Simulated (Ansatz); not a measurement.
# Ag+ with SiH3Cl: structure and interaction energy, part 2 of 2

Ansatz 0.2.0, Gaussian basis.

## Step 8: CCSD(T)/def2-TZVPPD

The inputs:

ab/in.yaml

```yaml
crystal:
  periodic: [false, false, false]
  atoms:
    - {symbol: Ag, position_ang: [-0.275533, -0.542982, -2.995652]}
    - {symbol: Si, position_ang: [0.205595, 0.116719, 0.761580]}
    - {symbol: Cl, position_ang: [-1.250159, 0.031702, -0.823397]}
    - {symbol: H, position_ang: [1.201012, 1.099231, 0.295951]}
    - {symbol: H, position_ang: [0.729728, -1.257565, 0.855644]}
    - {symbol: H, position_ang: [-0.610644, 0.552794, 1.905874]}
basis:
  gaussian: {orbitals: "def2-TZVPPD.json"}
total_charge: 1
correlation: {method: ccsd_t}
```

a/in.yaml

```yaml
crystal:
  periodic: [false, false, false]
  atoms:
    - {symbol: Ag, position_ang: [-0.275533, -0.542982, -2.995652]}
basis:
  gaussian:
    orbitals: "def2-TZVPPD.json"
    ghost_atoms:
      - {symbol: Si, position_ang: [0.205595, 0.116719, 0.761580]}
      - {symbol: Cl, position_ang: [-1.250159, 0.031702, -0.823397]}
      - {symbol: H, position_ang: [1.201012, 1.099231, 0.295951]}
      - {symbol: H, position_ang: [0.729728, -1.257565, 0.855644]}
      - {symbol: H, position_ang: [-0.610644, 0.552794, 1.905874]}
total_charge: 1
correlation: {method: ccsd_t}
```

b/in.yaml

```yaml
crystal:
  periodic: [false, false, false]
  atoms:
    - {symbol: Si, position_ang: [0.205595, 0.116719, 0.761580]}
    - {symbol: Cl, position_ang: [-1.250159, 0.031702, -0.823397]}
    - {symbol: H, position_ang: [1.201012, 1.099231, 0.295951]}
    - {symbol: H, position_ang: [0.729728, -1.257565, 0.855644]}
    - {symbol: H, position_ang: [-0.610644, 0.552794, 1.905874]}
basis:
  gaussian:
    orbitals: "def2-TZVPPD.json"
    ghost_atoms:
      - {symbol: Ag, position_ang: [-0.275533, -0.542982, -2.995652]}
correlation: {method: ccsd_t}
```

The same command starts each run, in its folder.

The run is started by

```sh
$ ansatz run in.yaml --threads 4 --pin off --events-out ev --progress --plain --max-ram 9574MiB
```

ab printed (excerpt; [...] marks lines left out):

```text
Functional definition: HF
  name "HF"
  cite "Fock, Z. Phys. 61, 126 (1930) doi:10.1007/BF01340294"
  parent pbe
[...]
1235 factors; integrals over basis functions are off by at most 8.0e-4 eV
[...]
mean field -24385.60793083 eV, -896.1545622991 hartree, gradient 1.0e-6 eV, S^2 0.000000; 0 other end points of the search recorded, 0 dependent functions left out
10 core orbitals not correlated, not the lowest: weight in the atoms' cores, before any rotation towards them, 1.000 or more for the frozen orbitals, at most 0.000 for the correlated occupied ones
reference -24385.60793083 eV, -896.1545622991 hartree; 16, 16 occupied and 180, 180 virtual orbitals, 1235 factors
second order -26.01330824 eV of doubles, -0.00000000 eV of singles
cycle   1  -25.59790390 eV  change    4.2e-1 eV  update   9.7e-2
[...]
cycle  10  -26.24780661 eV  change    3.9e-5 eV  update   3.5e-5
perturbative correction -0.81783020 eV, -0.0300547057 hartree
Total energy: -24412.67356764 eV, -897.1492061063 hartree
```

a printed (excerpt; [...] marks lines left out):

```text
[... 4 set-up lines as earlier in the session ...]
[...]
1235 factors; integrals over basis functions are off by at most 7.8e-4 eV
[...]
mean field -3969.68820765 eV, -145.8833508799 hartree, gradient 8.7e-7 eV, S^2 0.000000; 0 other end points of the search recorded, 0 dependent functions left out
reference -3969.68820765 eV, -145.8833508799 hartree; 9, 9 occupied and 197, 197 virtual orbitals, 1235 factors
second order -16.76096118 eV of doubles, -0.00000000 eV of singles
cycle   1  -15.80488991 eV  change    9.6e-1 eV  update   5.9e-2
[...]
cycle   7  -16.09429155 eV  change   -3.7e-7 eV  update   1.3e-5
perturbative correction -0.40352299 eV, -0.0148291962 hartree
Total energy: -3986.18602219 eV, -146.4896343814 hartree
```

Output in b (excerpt; [...] marks lines left out):

```text
[... 4 set-up lines as earlier in the session ...]
[...]
1235 factors; integrals over basis functions are off by at most 8.1e-4 eV
[...]
mean field -20415.19702003 eV, -750.2446525687 hartree, gradient 1.3e-6 eV, S^2 0.000000; 0 other end points of the search recorded, 0 dependent functions left out
10 core orbitals not correlated: weight in the atoms' cores, before any rotation towards them, 1.000 or more for the frozen orbitals, at most 0.000 for the correlated occupied ones
reference -20415.19702003 eV, -750.2446525687 hartree; 7, 7 occupied and 189, 189 virtual orbitals, 1235 factors
second order -8.78493819 eV of doubles, -0.00000000 eV of singles
cycle   1  -9.52153180 eV  change   -7.4e-1 eV  update   6.3e-2
[...]
cycle   9  -9.81949846 eV  change   -3.6e-6 eV  update   5.7e-6
perturbative correction -0.36193597 eV, -0.0133009016 hartree
Total energy: -20425.37845446 eV, -750.6188133826 hartree
```

Wall times: 46 s (ab), 17 s (a), 12 s (b) on 4 threads of Intel Xeon Platinum 8259CL at 2.50GHz, shared host; peak memory 2.9 GiB.

E(ab) − E(a) − E(b) = -25.58 kcal/mol.

## Step 9: MP2/def2-QZVPPD

ab/in.yaml: that of step 8 with these lines changed.

```diff
@@ -10,4 +10,4 @@
 basis:
-  gaussian: {orbitals: "def2-TZVPPD.json"}
+  gaussian: {orbitals: "def2-QZVPPD.json"}
 total_charge: 1
-correlation: {method: ccsd_t}
+correlation: {method: mp2}
```

a/in.yaml: that of step 8 with these lines changed.

```diff
@@ -6,3 +6,3 @@
   gaussian:
-    orbitals: "def2-TZVPPD.json"
+    orbitals: "def2-QZVPPD.json"
     ghost_atoms:
@@ -14,2 +14,2 @@
 total_charge: 1
-correlation: {method: ccsd_t}
+correlation: {method: mp2}
```

b/in.yaml: that of step 8 with these lines changed.

```diff
@@ -10,5 +10,5 @@
   gaussian:
-    orbitals: "def2-TZVPPD.json"
+    orbitals: "def2-QZVPPD.json"
     ghost_atoms:
       - {symbol: Ag, position_ang: [-0.275533, -0.542982, -2.995652]}
-correlation: {method: ccsd_t}
+correlation: {method: mp2}
```

The same command starts each run, in its folder.

The run is started by

```sh
$ ansatz run in.yaml --threads 4 --pin off --events-out ev --progress --plain --max-ram 9574MiB
```

Log of ab (excerpt; [...] marks lines left out):

```text
[... 4 set-up lines as earlier in the session ...]
[...]
2083 factors; integrals over basis functions are off by at most 8.5e-4 eV
[...]
mean field -24386.24392950 eV, -896.1779348194 hartree, gradient 1.2e-6 eV, S^2 0.000000; 0 other end points of the search recorded, 0 dependent functions left out
10 core orbitals not correlated, not the lowest: weight in the atoms' cores, before any rotation towards them, 1.000 or more for the frozen orbitals, at most 0.000 for the correlated occupied ones
reference -24386.24392950 eV, -896.1779348194 hartree; 16, 16 occupied and 316, 316 virtual orbitals, 2083 factors
second order -28.91814891 eV of doubles, -0.00000000 eV of singles
Total energy: -24415.16207841 eV, -897.2406571905 hartree
```

a printed (excerpt; [...] marks lines left out):

```text
[... 4 set-up lines as earlier in the session ...]
[...]
2085 factors; integrals over basis functions are off by at most 8.2e-4 eV
[...]
mean field -3969.71668592 eV, -145.8843974370 hartree, gradient 3.2e-6 eV, S^2 0.000000; 0 other end points of the search recorded, 0 dependent functions left out
reference -3969.71668592 eV, -145.8843974370 hartree; 9, 9 occupied and 333, 333 virtual orbitals, 2085 factors
second order -18.81880491 eV of doubles, -0.00000000 eV of singles
Total energy: -3988.53549083 eV, -146.5759757615 hartree
```

Output in b (excerpt; [...] marks lines left out):

```text
[... 4 set-up lines as earlier in the session ...]
[...]
2082 factors; integrals over basis functions are off by at most 8.6e-4 eV
[...]
mean field -20415.78019631 eV, -750.2660839014 hartree, gradient 1.1e-6 eV, S^2 0.000000; 0 other end points of the search recorded, 0 dependent functions left out
10 core orbitals not correlated: weight in the atoms' cores, before any rotation towards them, 1.000 or more for the frozen orbitals, at most 0.000 for the correlated occupied ones
reference -20415.78019631 eV, -750.2660839014 hartree; 7, 7 occupied and 325, 325 virtual orbitals, 2082 factors
second order -9.53913346 eV of doubles, -0.00000000 eV of singles
Total energy: -20425.31932976 eV, -750.6166405901 hartree
```

Wall times: 8.5 s (ab), 6 s (a), 7 s (b) on 4 threads of Intel Xeon Platinum 8259CL at 2.50GHz, shared host; peak memory 1.4 GiB.

E(ab) − E(a) − E(b) = -30.15 kcal/mol.

## Step 10: SPW92/def2-SVP

ab/in.yaml: that of step 9 with these lines changed.

```diff
@@ -10,4 +10,4 @@
 basis:
-  gaussian: {orbitals: "def2-QZVPPD.json"}
+  gaussian: {orbitals: def2-SVP}
 total_charge: 1
-correlation: {method: mp2}
+hamiltonian: {xc: lda}
```

a/in.yaml: that of step 9 with these lines changed.

```diff
@@ -6,3 +6,3 @@
   gaussian:
-    orbitals: "def2-QZVPPD.json"
+    orbitals: def2-SVP
     ghost_atoms:
@@ -14,2 +14,2 @@
 total_charge: 1
-correlation: {method: mp2}
+hamiltonian: {xc: lda}
```

b/in.yaml: that of step 9 with these lines changed.

```diff
@@ -10,5 +10,5 @@
   gaussian:
-    orbitals: "def2-QZVPPD.json"
+    orbitals: def2-SVP
     ghost_atoms:
       - {symbol: Ag, position_ang: [-0.275533, -0.542982, -2.995652]}
-correlation: {method: mp2}
+hamiltonian: {xc: lda}
```

One command serves all of them, each in its own folder.

The run is started by

```sh
$ ansatz run in.yaml --threads 4 --pin off --events-out ev --progress --plain --max-ram 9574MiB
```

Log of ab (excerpt; [...] marks lines left out):

```text
Functional definition: SPW92
  name "SPW92"
  cite "Dirac, Proc. Camb. Phil. Soc. 26, 376 (1930) doi:10.1017/S0305004100016108"
  cite "Slater, Phys. Rev. 81, 385 (1951) doi:10.1103/PhysRev.81.385"
  cite "Perdew & Wang, Phys. Rev. B 45, 13244 (1992) doi:10.1103/PhysRevB.45.13244"
[...]
847 factors; their error is unknown
[...]
mean field -24355.03811943 eV, -895.0311424513 hartree, gradient 3.7e-5 eV, S^2 0.000000; 0 other end points of the search recorded, 0 dependent functions left out
reference -24355.03817274 eV, -895.0311444104 hartree; 26, 26 occupied and 56, 56 virtual orbitals, 847 factors
Total energy: -24355.03817274 eV, -895.0311444104 hartree
```

Output in a (excerpt; [...] marks lines left out):

```text
[... 5 set-up lines as earlier in the session ...]
[...]
701 factors; their error is unknown
[...]
mean field -3982.73720806 eV, -146.3628928000 hartree, gradient 8.3e-5 eV, S^2 0.000000; 0 other end points of the search recorded, 0 dependent functions left out
reference -3982.73722212 eV, -146.3628933165 hartree; 9, 9 occupied and 73, 73 virtual orbitals, 701 factors
Total energy: -3982.73722212 eV, -146.3628933165 hartree
```

Log of b (excerpt; [...] marks lines left out):

```text
[... 5 set-up lines as earlier in the session ...]
[...]
782 factors; their error is unknown
[...]
mean field -20370.38282310 eV, -748.5977612077 hartree, gradient 1.7e-5 eV, S^2 0.000000; 0 other end points of the search recorded, 0 dependent functions left out
reference -20370.38287852 eV, -748.5977632441 hartree; 17, 17 occupied and 65, 65 virtual orbitals, 782 factors
Total energy: -20370.38287852 eV, -748.5977632441 hartree
```

Times: 0.4 s (ab), 0.35 s (a), 0.35 s (b) on 4 threads of Intel Xeon Platinum 8259CL at 2.50GHz, shared host.

E(ab) − E(a) − E(b) = -44.23 kcal/mol.

## Step 11: wB97M-V/def2-SVP

The same edit goes into each in.yaml of step 10 (ab, a, b):

```diff
-hamiltonian: {xc: lda}
+hamiltonian: {xc: {name: wB97M-V}}
```

The same command starts each run, in its folder.

The run is started by

```sh
$ ansatz run in.yaml --threads 4 --pin off --events-out ev --progress --plain --max-ram 9574MiB
```

Log of ab (excerpt; [...] marks lines left out):

```text
[... 5 set-up lines as earlier in the session ...]
  # Of w^i u^j: cxij and so on, Table III.
[...]
  gx(w, u) = 1 - cx + cx01*u + cx10*w
[...]
806 factors; integrals over basis functions are off by at most 1.2e-3 eV
243 factors; integrals over basis functions are off by at most 3.4e-5 eV
[...]
mean field -24432.48283752 eV, -897.8771833470 hartree, gradient 8.0e-5 eV, S^2 0.000000; 0 other end points of the search recorded, 0 dependent functions left out
reference -24432.48290507 eV, -897.8771858295 hartree; 26, 26 occupied and 56, 56 virtual orbitals, 806 factors
Total energy: -24432.48290507 eV, -897.8771858295 hartree
```

a printed (excerpt; [...] marks lines left out):

```text
[... 5 set-up lines as earlier in the session ...]
  # Of w^i u^j: cxij and so on, Table III.
[...]
  gx(w, u) = 1 - cx + cx01*u + cx10*w
[...]
      + integral(e_c_pw_mod_opposite_spin*gos(b97_w_opposite, b97_u_opposite)) + vv10(b, c)
715 factors; their error is unknown
201 factors; integrals over basis functions are off by at most 3.0e-5 eV
[...]
mean field -3989.02586381 eV, -146.5939966362 hartree, gradient 5.9e-5 eV, S^2 0.000000; 0 other end points of the search recorded, 0 dependent functions left out
reference -3989.02588326 eV, -146.5939973511 hartree; 9, 9 occupied and 73, 73 virtual orbitals, 715 factors
Total energy: -3989.02588326 eV, -146.5939973511 hartree
```

Log of b (excerpt; [...] marks lines left out):

```text
[... 5 set-up lines as earlier in the session ...]
  # Of w^i u^j: cxij and so on, Table III.
[...]
  gx(w, u) = 1 - cx + cx01*u + cx10*w
[...]
      + integral(e_c_pw_mod_opposite_spin*gos(b97_w_opposite, b97_u_opposite)) + vv10(b, c)
793 factors; their error is unknown
214 factors; integrals over basis functions are off by at most 4.1e-5 eV
[...]
mean field -20442.19859430 eV, -751.2369421208 hartree, gradient 2.1e-5 eV, S^2 0.000000; 0 other end points of the search recorded, 0 dependent functions left out
reference -20442.19866473 eV, -751.2369447090 hartree; 17, 17 occupied and 65, 65 virtual orbitals, 793 factors
Total energy: -20442.19866473 eV, -751.2369447090 hartree
```

Wall times: 3.8 s (ab), 1.9 s (a), 2.8 s (b) on 4 threads of Intel Xeon Platinum 8259CL at 2.50GHz, shared host.

Interaction energy, ab − a − b: -29.02 kcal/mol.

## Step 12: CCSD(T)/def2-SVP

The same edit goes into each in.yaml of step 11 (ab, a, b):

```diff
-hamiltonian: {xc: {name: wB97M-V}}
+correlation: {method: ccsd_t}
```

Each run has its own folder and the same command.

The run is started by

```sh
$ ansatz run in.yaml --threads 4 --pin off --events-out ev --progress --plain --max-ram 9574MiB
```

Log of ab (excerpt; [...] marks lines left out):

```text
[... 4 set-up lines as earlier in the session ...]
[...]
806 factors; integrals over basis functions are off by at most 1.2e-3 eV
[...]
mean field -24377.57919759 eV, -895.8595117948 hartree, gradient 2.2e-6 eV, S^2 0.000000; 0 other end points of the search recorded, 0 dependent functions left out
10 core orbitals not correlated, not the lowest: weight in the atoms' cores, before any rotation towards them, 1.000 or more for the frozen orbitals, at most 0.000 for the correlated occupied ones
reference -24377.57919759 eV, -895.8595117948 hartree; 16, 16 occupied and 56, 56 virtual orbitals, 806 factors
second order -14.79704869 eV of doubles, -0.00000000 eV of singles
cycle   1  -15.00152536 eV  change   -2.0e-1 eV  update   8.7e-2
[...]
cycle  10  -15.40126109 eV  change    3.7e-5 eV  update   2.3e-5
perturbative correction -0.35435814 eV, -0.0130224214 hartree
Total energy: -24393.33481681 eV, -896.4385201217 hartree
```

Log of a (excerpt; [...] marks lines left out):

```text
[... 4 set-up lines as earlier in the session ...]
[...]
678 factors; integrals over basis functions are off by at most 1.5e-3 eV
[...]
mean field -3968.79374041 eV, -145.8504798151 hartree, gradient 2.2e-6 eV, S^2 0.000000; 0 other end points of the search recorded, 0 dependent functions left out
reference -3968.79374041 eV, -145.8504798151 hartree; 9, 9 occupied and 73, 73 virtual orbitals, 678 factors
second order -7.95055228 eV of doubles, -0.00000000 eV of singles
cycle   1  -7.54243534 eV  change    4.1e-1 eV  update   5.3e-2
[...]
cycle   7  -7.65314434 eV  change    2.2e-6 eV  update   1.2e-5
perturbative correction -0.17058234 eV, -0.0062687853 hartree
Total energy: -3976.61746709 eV, -146.1379964676 hartree
```

b printed (excerpt; [...] marks lines left out):

```text
[... 4 set-up lines as earlier in the session ...]
[...]
698 factors; integrals over basis functions are off by at most 1.2e-3 eV
[...]
mean field -20408.06360225 eV, -749.9825043004 hartree, gradient 4.4e-6 eV, S^2 0.000000; 0 other end points of the search recorded, 0 dependent functions left out
10 core orbitals not correlated: weight in the atoms' cores, before any rotation towards them, 1.000 or more for the frozen orbitals, at most 0.000 for the correlated occupied ones
reference -20408.06360225 eV, -749.9825043004 hartree; 7, 7 occupied and 65, 65 virtual orbitals, 698 factors
second order -6.53106492 eV of doubles, -0.00000000 eV of singles
cycle   1  -7.23942409 eV  change   -7.1e-1 eV  update   5.8e-2
[...]
cycle   8  -7.48590571 eV  change   -8.5e-6 eV  update   1.0e-5
perturbative correction -0.14985947 eV, -0.0055072338 hartree
Total energy: -20415.69936742 eV, -750.2631134948 hartree
```

Wall times: 2 s (ab), 1.1 s (a), 0.8 s (b) on 4 threads of Intel Xeon Platinum 8259CL at 2.50GHz, shared host.

Interaction energy, ab − a − b: -23.48 kcal/mol.

## Step 13: Vibrations of the pair

Contents of vib/in.yaml:

```yaml
crystal:
  periodic: [false, false, false]
  atoms:
    - {symbol: Ag, position_ang: [-0.275533, -0.542982, -2.995652]}
    - {symbol: Si, position_ang: [0.205595, 0.116719, 0.761580]}
    - {symbol: Cl, position_ang: [-1.250159, 0.031702, -0.823397]}
    - {symbol: H, position_ang: [1.201012, 1.099231, 0.295951]}
    - {symbol: H, position_ang: [0.729728, -1.257565, 0.855644]}
    - {symbol: H, position_ang: [-0.610644, 0.552794, 1.905874]}
basis:
  gaussian: {orbitals: def2-TZVP}
total_charge: 1
hamiltonian: {xc: pbe0, dispersion: d4}
phonons: {temperatures: {t_min: 298.15, t_max: 900, t_step: 200}}
```

The run is started by

```sh
$ ansatz run in.yaml --threads 4 --pin off --events-out ev --progress --plain --max-ram 9574MiB
```

Log (excerpt; [...] marks lines left out):

```text
[... 5 set-up lines as earlier in the session ...]
[...]
1054 factors; their error is unknown
[...]
mean field -24435.98584118 eV, -898.0059163574 hartree, gradient 1.9e-5 eV, S^2 0.000000; 0 other end points of the search recorded, 0 dependent functions left out
[...]
Atom 3 at     1.201012     1.099231     0.295951 Å, force     0.000021     0.000267     0.000491 eV/Å
Atom 4 at     0.729728    -1.257565     0.855644 Å, force     0.000353     0.000142    -0.000372 eV/Å
Atom 5 at    -0.610644     0.552794     1.905874 Å, force     0.000677    -0.000456     0.000771 eV/Å
Dipole moment:     0.357175    -0.077038    -0.112044 e Å
Vibrations: 40.61 65.14 218.25 445.60 625.35 627.34 904.63 927.43 938.39 2279.70 2311.61 2324.02 cm⁻¹, zero-point energy 0.725808 eV
```

Wall time 38 s (4 threads of Intel Xeon Platinum 8259CL at 2.50GHz, shared host).

The modes, with what each moves most:

| mode | wavenumber (cm⁻¹) | character |
| --- | --- | --- |
| 1 | 41 | torsion |
| 2 | 65 | bend |
| 3 | 218 | Ag–Cl stretch |
| 4 | 446 | Si–Cl stretch |
| 5 | 625 | bend |
| 6 | 627 | bend |
| 7 | 905 | bend |
| 8 | 927 | bend |
| 9 | 938 | bend |
| 10 | 2280 | Si–H stretch |
| 11 | 2312 | Si–H stretch |
| 12 | 2324 | Si–H stretch |

Vibrational sums (real modes only):

| T (K) | entropy (J/mol/K) | heat capacity (J/mol/K) |
| --- | --- | --- |
| 298 | 56.5 | 44.0 |
| 498 | 83.3 | 60.3 |
| 698 | 105.4 | 70.6 |
| 898 | 124.1 | 77.9 |

Modes under 50 cm⁻¹ weigh heavily in the entropy, and the harmonic picture is poor for them.

## Step 14: The ladder

The basis limit takes Hartree-Fock with exponent 7.88 and MP2 correlation with exponent 2.97 from the triple- and quadruple-zeta runs, and adds the coupled-cluster step over MP2 from triple zeta. Where a quadruple-zeta run was CCSD(T), only its Hartree-Fock and MP2 parts are used.

Rows are in def2-TZVPPD; times add the 3 runs of a level on a shared host, so small differences are noise.

| method | rung | interaction (kcal/mol) | from CCSD(T)/CBS (kcal/mol) | time |
| --- | --- | --- | --- | --- |
| PBE-D4 | GGA | -34.69 | -4.75 | 3.8 s |
| revPBE-D4 | GGA | -31.22 | -1.28 | 4 s |
| BLYP-D4 | GGA | -34.07 | -4.13 | 4.5 s |
| r2SCAN-D4 | meta-GGA | -33.82 | -3.88 | 6.5 s |
| B97M-V | meta-GGA | -31.02 | -1.08 | 13 s |
| PBE0-D4 | hybrid | -30.88 | -0.94 | 5.2 s |
| B3LYP-D4 | hybrid | -31.53 | -1.59 | 5.5 s |
| HSE06-D4 | screened hybrid | -30.87 | -0.93 | 5.7 s |
| wB97X-V | range-separated hybrid | -28.74 | +1.20 | 14 s |
| wB97M-V | range-separated hybrid | -28.60 | +1.34 | 14 s |
| B2PLYP | double hybrid | -28.42 | +1.52 | 9.8 s |
| Hartree-Fock | wavefunction | -16.67 | +13.27 |  |
| MP2 | wavefunction | -27.44 | +2.50 |  |
| CCSD | wavefunction | -24.37 | +5.57 |  |
| CCSD(T) | wavefunction | -25.58 | +4.36 | 75 s |
| CCSD(T)/CBS |  | -29.94 | 0 | 97 s |

Among the levels timed on like hardware and quicker than the yardstick, those that no quicker one beats, quickest first: PBE-D4 (3.8 s, -4.75 kcal/mol); revPBE-D4 (4 s, -1.28 kcal/mol); PBE0-D4 (5.2 s, -0.94 kcal/mol); HSE06-D4 (5.7 s, -0.93 kcal/mol).

For cost: HSE06-D4 gets within 0.93 kcal/mol in 5.7 s, where CCSD(T)/CBS took 97 s; the quickest level in the cost chart, PBE-D4, takes 3.8 s and misses by 4.75 kcal/mol.

## Step 15: Results

The summary covers parts 1 to 2.

| quantity | value |
| --- | --- |
| interaction energy, CCSD(T)/CBS | -29.94 kcal/mol |
| of it Hartree-Fock (basis limit) | -17.30 kcal/mol |
| D4 term of PBE0-D4 | -1.11 kcal/mol |
| shortest contact | Ag1–Cl3 2.45 Å |
| lowest wavenumber | 41 cm⁻¹ |

The pair is bound by 29.94 kcal/mol at fixed fragment shapes. Hartree-Fock gives 58 % of it, so electrostatics and correlation both count. Among the functionals HSE06-D4 lands nearest to CCSD(T)/CBS (-0.93 kcal/mol) and PBE-D4 farthest (-4.75 kcal/mol). Mean unsigned error by rung: GGA 3.39, meta-GGA 2.48, hybrid 1.27, screened hybrid 0.93, range-separated hybrid 1.27, double hybrid 1.52 kcal/mol. The double hybrids carry no dispersion term here, unlike the levels marked D4 or V. PBE-D4 gives an interaction energy 4.75 kcal/mol too low, an error of 16 % of the reference. CCSD(T) moves by -4.36 kcal/mol from triple zeta to the limit; gaps between functionals far smaller than that don't rank them. A lower arrangement may exist.
